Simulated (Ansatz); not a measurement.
# CH4ClGeN: up Jacob's ladder to CCSD(T)

The task here is to estimate one member of a computed series from the others.

The runs use Ansatz 0.2.0, Gaussian basis; functionals in def2-TZVPP, the program's frozen cores in correlated methods.

The runs, in order: LDA (SPW92), PBE-D4, revPBE-D4, BLYP-D4, r2SCAN-D4, B97M-V, PBE0-D4, B3LYP-D4, r2SCANh-D4, r2SCAN0-D4, HSE06-D4, BHLYP-D4, CAM-B3LYP-D4, LC-ωPBE, ωB97X-V, ωB97M-V, B2PLYP, PBE-QIDH; CCSD(T)/def2-SVP; CCSD(T)/def2-TZVPP; MP2/def2-QZVPP; extrapolation to the limit; RPA on PBE.

### The relaxed structure

All runs share one geometry, relaxed beforehand with PBE0-D4 in a triple-zeta def2 set.

SMILES `N=[C](Cl)[GeH3]`, 8 atoms, charge 0, spin multiplicity 1.

Atoms are counted from 1 here; the program's logs count them from 0.

Bond lengths: N1–C2 1.250 Å, N1–H5 1.019 Å, C2–Cl3 1.756 Å, C2–Ge4 1.976 Å, Ge4–H6 1.532 Å, Ge4–H7 1.537 Å, Ge4–H8 1.532 Å. Angles: C2–N1–H5 111.1°, N1–C2–Cl3 118.0°, N1–C2–Ge4 129.4°, Cl3–C2–Ge4 112.6°, C2–Ge4–H6 108.7°, C2–Ge4–H7 106.5°, C2–Ge4–H8 108.7°, H6–Ge4–H7 111.1°, H6–Ge4–H8 110.7°, H7–Ge4–H8 111.1°.

Geometry (Å):

```mol
CH4ClGeN
  3D, bonds by distance, orders not assigned

  8  7  0  0  0  0  0  0  0  0999 V2000
    1.7451    0.5622   -0.6011 N   0  0
    0.9335    0.0977    0.2289 C   0  0
    1.5416   -0.3462    1.8152 Cl  0  0
   -1.0049   -0.2323    0.0383 Ge  0  0
    1.2833    0.7835   -1.4826 H   0  0
   -1.7506    0.6021    1.0843 H   0  0
   -1.3838    0.2017   -1.3868 H   0  0
   -1.2720   -1.7259    0.2481 H   0  0
  1  2  8  0
  2  3  8  0
  2  4  8  0
  1  5  8  0
  4  6  8  0
  4  7  8  0
  4  8  8  0
M  END
```

Set-up of the first run:

The input, in.yaml:

```yaml
crystal:
  periodic: [false, false, false]
  atoms:
    - {symbol: N, position_ang: [1.745091, 0.562221, -0.601114]}
    - {symbol: C, position_ang: [0.933508, 0.097741, 0.228920]}
    - {symbol: Cl, position_ang: [1.541647, -0.346220, 1.815154]}
    - {symbol: Ge, position_ang: [-1.004947, -0.232252, 0.038325]}
    - {symbol: H, position_ang: [1.283328, 0.783499, -1.482633]}
    - {symbol: H, position_ang: [-1.750571, 0.602145, 1.084289]}
    - {symbol: H, position_ang: [-1.383823, 0.201733, -1.386833]}
    - {symbol: H, position_ang: [-1.272032, -1.725867, 0.248094]}
basis:
  gaussian: {orbitals: def2-TZVPP}
hamiltonian: {xc: lda}
output: {orbitals: {seedname: orbitals}}
```

Steps of the session up to this table: LDA; PBE-D4 (GGA); revPBE-D4 (GGA); BLYP-D4 (GGA); r2SCAN-D4 (meta-GGA); B97M-V (meta-GGA); PBE0-D4 (hybrid); B3LYP-D4 (hybrid); r2SCANh-D4 (hybrid); r2SCAN0-D4 (hybrid); HSE06-D4 (hybrid); BHLYP-D4 (hybrid); CAM-B3LYP-D4 (range-separated); LC-ωPBE (range-separated); ωB97X-V (range-separated); ωB97M-V (range-separated); B2PLYP (double hybrid); PBE-QIDH (double hybrid).

One of the session's tables, all rows but one given; the rest of the session is left out.

It belongs to the step «Frontier levels by functional». 

```
  functional  HOMO (eV)  gap (eV)
 LDA (SPW92)      -6.68      4.40
      PBE-D4      -6.55      4.49
   revPBE-D4      -6.49      4.52
     BLYP-D4      -6.44      4.52
   r2SCAN-D4      -6.85      4.94
      B97M-V      -6.98      5.16
     PBE0-D4      -7.91      6.89
    B3LYP-D4      -7.69      6.45
  r2SCANh-D4      -7.35      5.83
  r2SCAN0-D4      -8.12      7.17
    HSE06-D4      -7.51      6.11
    BHLYP-D4          ?         ?
CAM-B3LYP-D4      -9.28      9.46
     LC-ωPBE     -10.59     11.94
     ωB97X-V     -10.26     11.55
     ωB97M-V     -10.14     11.35
```

**Question.** Estimate the row for BHLYP-D4.

Worked estimate for «HOMO (eV)». Against the share of exact exchange, BLYP-D4 (0, -6.44), B3LYP-D4 (0.2, -7.69) give a slope of -6.25 per unit share; at 0.5 the line stands at -9.56.

The run gave: HOMO (eV): -9.20; gap (eV): 9.35. In «HOMO (eV)» the line misses by -0.36.
